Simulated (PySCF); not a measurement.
**The bond of EuF, level by level**

The task here is to estimate one member of a computed series from the others.

Method: Eu x2c-TZVPall, F x2c-TZVPall, spin-free X2C with a Gaussian nucleus; program: PySCF 2.14.0.

Set-up of the first run:

A driver script around PySCF takes these settings:

- atoms: Eu, F
- charge: 0
- basis: Eu x2c-TZVPall, F x2c-TZVPall
- Hamiltonian: spin-free X2C with a Gaussian nucleus
- basis functions: 135
- electrons treated: 72
- masses in u: 152.9212, 18.9984
- levels: PBE0, PBE, r²SCAN, r²SCAN0, TPSS, CAM-B3LYP, HF, MP2, SCS-MP2
- grid: 80 radial by 434 angular points
- occupations: held fixed by the projection of orbital angular momentum
- dissociation limit: Eu + F, each in its ground configuration
- starting distance in angstrom: 2.125
- values of 2S to try: 6, 8

Started as:

```console
OMP_NUM_THREADS=4 python dia.py task.json out
```

Steps of the session up to this table: The job; PBE0 along the bond; Higher solutions at PBE0; PBE (GGA); r²SCAN (meta-GGA); r²SCAN0 (hybrid meta-GGA); TPSS (meta-GGA); CAM-B3LYP; UHF.

One of the session's tables, all rows but one given; the rest of the session is left out.

Energy (eV) from each level's lowest point:

| R (Å) | UHF | UHF-MP2 | UHF-SCS-MP2 | PBE | TPSS |
| --- | --- | --- | --- | --- | --- |
| 1.777 | 1.410 | 1.029 | 1.141 | 0.988 | 0.988 |
| 1.859 | 0.708 | 0.449 | 0.523 | 0.434 | 0.432 |
| 1.942 | 0.286 | 0.134 | 0.175 | 0.132 | 0.129 |
| 2.004 | 0.108 | 0.026 | 0.045 | 0.027 | 0.025 |
| 2.066 | ? | ? | ? | ? | ? |
| 2.128 | 0.000 | 0.036 | 0.019 | 0.031 | 0.034 |
| 2.211 | 0.055 | 0.153 | 0.117 | 0.139 | 0.147 |
| 2.314 | 0.213 | 0.371 | 0.316 | 0.345 | 0.359 |
| 2.438 | 0.479 | 0.692 | 0.619 | 0.649 | 0.671 |
| 2.603 | 0.895 | 1.154 | 1.066 | 1.091 | 1.122 |

Q: Estimate the row for R (Å) = 2.066 from the others.

Worked estimate for «UHF». A straight line through the neighbours (2.004, 0.108) and (2.128, 0.000) gives 0.108 + (0.000 − 0.108) × (2.066 − 2.004) / (2.128 − 2.004) = 0.054; a parabola fitted to 4 rows on both sides gives 0.021.

As computed: UHF: 0.019; UHF-MP2: 0.000; UHF-SCS-MP2: 0.000; PBE: 0.000; TPSS: 0.000. In «UHF» the line misses by +0.035 and the parabola by +0.002.

Caveats from the session: The state is the lowest single determinant that the PBE0 search found; with open d or f shells the true ground state can be another one.
